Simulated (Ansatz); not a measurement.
# B4AsN3: the cost of one run

Code: Ansatz 0.2.0. PAW datasets, plane waves, zero pressure. These are computed values for a spin-unpolarised cell that may be hypothetical; none is a measurement.

### Step 1. The system as given

This is the cell as the run starts from it, not yet at rest; its lengths are not the crystal's.

The symmetry is Cm (No. 8, monoclinic); a = 8.662 Å, b = 2.612 Å, c = 4.524 Å, β = 100.0° in the conventional setting, 6.30 Å³ an atom. N has 4 B at 1.60 Å; As has 4 B at 1.60 Å; B has 3 N at 1.60 Å and 1 As at 1.60 Å.

As a file:

```cif
data_structure
_symmetry_space_group_name_H-M 'Cm'
_symmetry_Int_Tables_number 8
_cell_length_a 8.6621
_cell_length_b 2.6117
_cell_length_c 4.5236
_cell_angle_alpha 90.000
_cell_angle_beta 100.025
_cell_angle_gamma 90.000
_cell_volume 100.78
loop_
_atom_site_label
_atom_site_type_symbol
_atom_site_symmetry_multiplicity
_atom_site_Wyckoff_symbol
_atom_site_fract_x
_atom_site_fract_y
_atom_site_fract_z
_atom_site_occupancy
N1 N 2 a 0.00000 0.00000 0.00000 1
N2 N 2 a 0.00000 0.50000 0.50000 1
N3 N 2 a 0.25000 0.00000 0.75000 1
As1 As 2 a 0.25000 0.50000 0.25000 1
B1 B 2 a 0.06250 0.50000 0.18750 1
B2 B 2 a 0.06250 0.00000 0.68750 1
B3 B 2 a 0.31250 0.50000 0.93750 1
B4 B 2 a 0.31250 0.00000 0.43750 1
```

### Step 2. PBE: cell and atoms

Input file input.yaml:

```yaml
crystal:
  lattice:
    - [4.3310602742, -1.3058638067, 0.0]
    - [4.3310602742, 1.3058638067, 0.0]
    - [-0.7874655044, 0.0, 4.4545775848]
  atoms:
    - { symbol: "N", position: [0.0, 0.0, 0.0] }
    - { symbol: "N", position: [0.5, 0.5, 0.5] }
    - { symbol: "N", position: [0.75, 0.75, 0.25] }
    - { symbol: As, position: [0.25, 0.25, 0.75] }
    - { symbol: B, position: [0.4375, 0.4375, 0.8125] }
    - { symbol: B, position: [0.9375, 0.9375, 0.3125] }
    - { symbol: B, position: [0.1875, 0.1875, 0.0625] }
    - { symbol: B, position: [0.6875, 0.6875, 0.5625] }
kpoints:
  mp_grid: { grid: [10, 10, 6] }
hamiltonian:
  xc: pbe
scf:
  occupations: { method: fermi_dirac, width: 0.02 }
relax:
  f_tol: 0.005
  cell: {}
```

Command:

```
$ ansatz run input.yaml --threads 4 --pin off --max-ram 6451MiB --backend cpu --events-out ev --progress --plain --runs-dir out
```

Q: Estimate wall time and peak memory on 4 threads of Arm Neoverse V1, shared host.

About 96 s, with a peak of 0.59 GiB.
